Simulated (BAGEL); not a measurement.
**SiSCl2F (SMILES F[Si]([S])(Cl)Cl) at UHF/STO-3G (density fitting with qzvpp-jkfit)**

Aim: the vertical doublet–quartet gap of SiSCl2F at UHF/STO-3G (density fitting with qzvpp-jkfit), from 2 runs. 

The results are computed with BAGEL 1.2.2.

## (1) The structure to begin with

SiSCl2F: 5 atoms, total charge 0, spin state doublet. SMILES: `F[Si]([S])(Cl)Cl`. The coordinates come from a PBE0-D4/def2-TZVP relaxation.

Bond lengths: F1–Si2 1.580 Å, Si2–S3 2.093 Å, Si2–Cl4 2.023 Å, Si2–Cl5 2.023 Å. Angles: F1–Si2–S3 113.3°, F1–Si2–Cl4 106.8°, F1–Si2–Cl5 106.8°, S3–Si2–Cl4 108.8°, S3–Si2–Cl5 108.8°, Cl4–Si2–Cl5 112.3°.

## (2) The energy at UHF/STO-3G (density fitting with qzvpp-jkfit)

The input, input.json:

```json
{ "bagel": [

{
  "title": "molecule",
  "basis": "sto-3g",
  "df_basis": "qzvpp-jkfit",
  "angstrom": true,
  "geometry": [
    { "atom": "F", "xyz": [    0.913000,   -0.947500,    1.032900 ] },
    { "atom": "Si", "xyz": [    0.055100,   -0.061700,    0.044800 ] },
    { "atom": "S", "xyz": [   -1.688700,    0.698800,    0.916700 ] },
    { "atom": "Cl", "xyz": [   -0.458100,   -1.248600,   -1.511600 ] },
    { "atom": "Cl", "xyz": [    1.228500,    1.485300,   -0.524300 ] }
  ]
},
{
  "title": "uhf",
  "nopen": 1
},
{
  "title": "print",
  "file": "orbitals.molden",
  "orbitals": true
}

]}
```

On the command line:

```console
$ BAGEL_NUM_THREADS=1 BAGEL input.json > input.out
```

What it wrote:

```text
* using 1 threads per process

  ===============================================================
  ===============================================================

  *** Geometry ***

  { "atom" : "F", "xyz" : [      1.725320,     -1.790516,      1.951898 ] },
  { "atom" : "Si", "xyz" : [      0.104124,     -0.116596,      0.084660 ] },
  { "atom" : "S", "xyz" : [     -3.191181,      1.320541,      1.732312 ] },
  { "atom" : "Cl", "xyz" : [     -0.865684,     -2.359512,     -2.856510 ] },
  { "atom" : "Cl", "xyz" : [      2.321529,      2.806810,     -0.990783 ] },

  Number of auxiliary basis functions:      589

  Since a DF basis is specified, we compute 2- and 3-index integrals:
    o Being stored without compression. Storage requirement is 0.008 GB

  Number of basis functions:       41
  Number of electrons      :       73

    * METHOD: MOLECULE                             0.26

  *** Open-shell HF ***

  === Nuclear Repulsion ===
   435.2912329400

      * DIIS with orbital gradients will be used.

  === UHF iteration (sto-3g) ===
      0      -1685.98093121          0.02565210           0.10
      1      -1686.10850845          0.00575519           0.10
      2      -1686.11430958          0.00139733           0.09
      3      -1686.11474344          0.00036198           0.08
      4      -1686.11482963          0.00003659           0.09
      5      -1686.11483589          0.00000613           0.10
      6      -1686.11483761          0.00000149           0.12
      7      -1686.11483826          0.00000071           0.10
      8      -1686.11483855          0.00000033           0.11
      9      -1686.11483863          0.00000011           0.10
     10      -1686.11483864          0.00000006           0.10
     11      -1686.11483864          0.00000005           0.09
     12      -1686.11483864          0.00000005           0.09
     13      -1686.11483864          0.00000005           0.09
     14      -1686.11483864          0.00000005           0.09
     15      -1686.11483864          0.00000005           0.12
     16      -1686.11483864          0.00000003           0.11
     17      -1686.11483864          0.00000001           0.09
    * SCF iteration converged.

    * S^2 (UHF) is 0.7532

    * Permanent dipole moment:
           (    0.458053,    -0.002762,    -0.775063) a.u.

    * METHOD: UHF                                  1.94

    * METHOD: PRINT                                0.00

  ===============================================================
```

Wall time 2.6 s (1 thread of Intel Xeon 6975P-C (Granite Rapids), shared host); peak memory 0.089 GiB.

## (3) The quartet

Changes to input.json since step 2:

```diff
@@ -15,11 +15,4 @@
 },
-{
-  "title": "uhf",
-  "nopen": 1
-},
-{
-  "title": "print",
-  "file": "orbitals.molden",
-  "orbitals": true
-}
+{ "title": "uhf", "nopen": 3 },
+{ "title": "print", "file": "orbitals.molden", "orbitals": true }
```

On the command line:

```console
$ BAGEL_NUM_THREADS=1 BAGEL input.json > input.out
```

What it wrote:

```text
* using 1 threads per process

  ===============================================================
  ===============================================================

  *** Geometry ***

  { "atom" : "F", "xyz" : [      1.725320,     -1.790516,      1.951898 ] },
  { "atom" : "Si", "xyz" : [      0.104124,     -0.116596,      0.084660 ] },
  { "atom" : "S", "xyz" : [     -3.191181,      1.320541,      1.732312 ] },
  { "atom" : "Cl", "xyz" : [     -0.865684,     -2.359512,     -2.856510 ] },
  { "atom" : "Cl", "xyz" : [      2.321529,      2.806810,     -0.990783 ] },

  Number of auxiliary basis functions:      589

  Since a DF basis is specified, we compute 2- and 3-index integrals:
    o Being stored without compression. Storage requirement is 0.008 GB

  Number of basis functions:       41
  Number of electrons      :       73

    * METHOD: MOLECULE                             0.20

  *** Open-shell HF ***

  === Nuclear Repulsion ===
   435.2912329400

      * DIIS with orbital gradients will be used.

  === UHF iteration (sto-3g) ===
      0      -1685.75264252          0.02002119           0.09
      1      -1685.87846355          0.00538046           0.09
      2      -1685.89094723          0.00160146           0.11
      3      -1685.89423921          0.00085539           0.11
      4      -1685.89670553          0.00030380           0.09
      5      -1685.89708931          0.00012689           0.11
      6      -1685.89717096          0.00005062           0.09
      7      -1685.89718320          0.00001455           0.08
      8      -1685.89718386          0.00000782           0.08
      9      -1685.89718400          0.00000532           0.08
     10      -1685.89718409          0.00000220           0.08
     11      -1685.89718410          0.00000094           0.08
     12      -1685.89718410          0.00000039           0.09
     13      -1685.89718410          0.00000013           0.08
     14      -1685.89718410          0.00000007           0.08
     15      -1685.89718410          0.00000004           0.09
     16      -1685.89718410          0.00000002           0.11
     17      -1685.89718410          0.00000001           0.14
     18      -1685.89718410          0.00000001           0.12
    * SCF iteration converged.

    * S^2 (UHF) is 3.7580

    * Permanent dipole moment:
           (    1.737690,    -0.422190,    -1.799069) a.u.

    * METHOD: UHF                                  1.91

    * METHOD: PRINT                                0.00

  ===============================================================
```

Wall time 2.5 s (1 thread of Intel Xeon 6975P-C (Granite Rapids), shared host); peak memory 0.092 GiB.

## (4) Summary of results

At UHF/STO-3G (density fitting with qzvpp-jkfit):

| quantity | value |
| --- | --- |
| doublet: total energy | -1686.11484 Eh |
| doublet: dipole moment | 2.29 D |
| doublet: ⟨S²⟩ | 0.753 |
| quartet: total energy | -1685.89718 Eh |
| quartet: dipole moment | 6.45 D |
| quartet: ⟨S²⟩ | 3.758 |
| vertical energy of the quartet above the doublet | 5.923 eV |

What this shows: At this shape the quartet lies 5.92 eV (137 kcal/mol) above the doublet. In a minimal basis such a difference can be off by several eV, whatever the method.
